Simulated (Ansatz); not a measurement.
**Sr3Ag under changes of volume**

One of the cells (41.387 Å³/atom); the others are scaled copies at fixed shape and fractional positions:

```xyz
4
Lattice="5.4909 0.0000 0.0000 0.0000 5.4909 0.0000 0.0000 0.0000 5.4909" Properties=species:S:1:pos:R:3 pbc="T T T"
Ag    0.0000    0.0000    0.0000
Sr    2.7454    2.7454    0.0000
Sr    2.7454    0.0000    2.7454
Sr    0.0000    2.7454    2.7454
```

The cell comes from a database or a generator and needn't be the stable form of this composition.

```yaml
Program: Ansatz 0.2.0
Functional: PBE
Potentials_or_basis: Ansatz PAW
Cutoff: "420 eV (not typed: the program's choice for these potentials)"
k_mesh: 5 × 5 × 5
Occupations: fermi-dirac, width 0.05 eV
Spin: no spin polarisation
```

| volume (Å³/atom) | energy over the lowest point (meV/atom) | pressure (GPa) |
| --- | --- | --- |
| 38.904 | 8.56 | 1.1 |
| 39.732 | ? | ? |
| 40.559 | 0.98 | 0.3 |
| 41.387 | 0.00 | 0.0 |
| 42.215 | 0.67 | -0.3 |
| 43.043 | 2.84 | -0.6 |
| 43.870 | 6.36 | -0.8 |

Task: What does the run at 39.732 Å³/atom give?

Result: Energy over the lowest point 3.78 meV/atom; pressure 0.7 GPa.

Worked out: A Birch-Murnaghan fit of order 3 (a polynomial in V^(-2/3)) to the other rows has its minimum at 41.45 Å³/atom with B0 = V·E''(V) = 15.8 GPa and B' = 3.8. It gives 3.77 meV/atom at 39.732 Å³/atom, against the run's 3.78, and -dE/dV = 0.7 GPa, against 0.7.

Energies are extrapolated to zero smearing.
